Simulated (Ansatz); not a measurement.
# SnS4: the cost of one run

Program: Ansatz 0.2.0. Level of theory: DFT PBE, scalar-relativistic, plane waves, PAW. These are calculated values, not measurements.

## 1. The system as given

The structure is cubic, space group P-43m (No. 215). Conventional cell: a = 5.114 Å, b = 5.114 Å, c = 5.114 Å, α = 90.00°, β = 90.00°, γ = 90.00°. Sn (site symmetry -43m) has 4 S at 2.21 Å in its first shell of neighbours. S (site symmetry 3m) has 1 Sn at 2.21 Å in its first shell of neighbours.

As a file:

```
Sn S
1.0
     5.11369    0.00000    0.00000
     0.00000    5.11369    0.00000
     0.00000    0.00000    5.11369
Sn S
1 4
Direct
  0.00000 0.00000 0.00000
  0.25000 0.25000 0.25000
  0.75000 0.75000 0.25000
  0.25000 0.75000 0.75000
  0.75000 0.25000 0.75000
```

Recipe of the guess: species swapped into a database cell of SnI4 (P-43m, No. 215), with S on the I sites. Its size is a rough estimate.

## 2. The guess as it stands, on a coarse mesh

input.yaml

```yaml
crystal:
  lattice:
    - [5.11369028, 0.0, 0.0]
    - [0.0, 5.11369028, 0.0]
    - [0.0, 0.0, 5.11369028]
  atoms:
    - { symbol: Sn, position: [0.0, 0.0, 0.0] }
    - { symbol: S, position: [0.25, 0.25, 0.25] }
    - { symbol: S, position: [0.75, 0.75, 0.25] }
    - { symbol: S, position: [0.25, 0.75, 0.75] }
    - { symbol: S, position: [0.75, 0.25, 0.75] }
basis:
  ecutwfc: 420
kpoints:
  mp_grid: { grid: [4, 4, 4] }
hamiltonian:
  xc: pbe
scf:
  occupations: { method: gaussian, width: 0.1 }
  lower_state_search: "off"
output:
  forces: true
  stress: true
  eigenvalues: true
```

Started as:

```sh
ansatz run input.yaml --threads 1 --pin off --max-ram 2560MiB --backend cpu --events-out ev --progress --plain --runs-dir out
```

**Question.** How long does this run take on 1 thread of Arm Neoverse V2, shared host, and how much memory does it need?

About 2.6 s, with a peak of 0.31 GiB.
